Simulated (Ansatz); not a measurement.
# TiNiC4N4: the cost of one run

Method: DFT PBE, scalar-relativistic, plane waves, PAW, in Ansatz 0.2.0.

### Step 1. The starting structure

It takes space group P-43m (No. 215, cubic). The conventional cell has a = 5.907 Å, b = 5.907 Å, c = 5.907 Å, α = 90.00°, β = 90.00°, γ = 90.00°. Ti (site symmetry -43m) is surrounded by 4 C at 1.94 Å. Ni (site symmetry -43m) has 4 N at 2.01 Å in its first shell of neighbours. Around C (site symmetry 3m) lie 1 N at 1.17 Å and 1 Ti at 1.94 Å. N (site symmetry 3m) has 1 C at 1.17 Å and 1 Ni at 2.01 Å in its first shell of neighbours.

Structure file:

```xyz
10
Lattice="5.9069 0.0000 0.0000 0.0000 5.9069 0.0000 0.0000 0.0000 5.9069" Properties=species:S:1:pos:R:3 pbc="T T T"
Ti    0.0000    0.0000    0.0000
Ni    2.9534    2.9534    2.9534
C     1.1189    1.1189    1.1189
C     1.1189    4.7880    4.7880
C     4.7880    1.1189    4.7880
C     4.7880    4.7880    1.1189
N     1.7944    1.7944    1.7944
N     1.7944    4.1125    4.1125
N     4.1125    1.7944    4.1125
N     4.1125    4.1125    1.7944
```

A structure generator made this guess: two interpenetrating cyanide-bridged diamond nets (P-43m, No. 215). The dimensions are guesses.

### Step 2. The guess as it stands, on a coarse mesh

input.yaml reads:

```yaml
crystal:
  lattice:
    - [5.9068706, 0.0, 0.0]
    - [0.0, 5.9068706, 0.0]
    - [0.0, 0.0, 5.9068706]
  atoms:
    - { symbol: Ti, position: [0.0, 0.0, 0.0], spin: 1.0 }
    - { symbol: Ni, position: [0.5, 0.5, 0.5], spin: 2.0 }
    - { symbol: C, position: [0.1894243, 0.1894243, 0.1894243] }
    - { symbol: C, position: [0.1894243, 0.8105757, 0.8105757] }
    - { symbol: C, position: [0.8105757, 0.1894243, 0.8105757] }
    - { symbol: C, position: [0.8105757, 0.8105757, 0.1894243] }
    - { symbol: "N", position: [0.30378262, 0.30378262, 0.30378262] }
    - { symbol: "N", position: [0.30378262, 0.69621738, 0.69621738] }
    - { symbol: "N", position: [0.69621738, 0.30378262, 0.69621738] }
    - { symbol: "N", position: [0.69621738, 0.69621738, 0.30378262] }
basis:
  ecutwfc: 420
kpoints:
  mp_grid: { grid: [4, 4, 4] }
hamiltonian:
  xc: pbe
scf:
  occupations: { method: gaussian, width: 0.1 }
  lower_state_search: "off"
output:
  forces: true
  stress: true
  eigenvalues: true
  populations: true
magnetization:
  spin_polarized: true
```

Run with:

```sh
> ansatz run input.yaml --threads 1 --pin off --max-ram 2560MiB --backend cpu --events-out ev --progress --plain --runs-dir out
```

**Question.** How long does this run take on 1 thread of Intel Xeon Platinum 8259CL at 2.50GHz (Skylake/Cascade Lake), shared host, and how much memory does it need?

About 41 s, with a peak of 0.55 GiB.
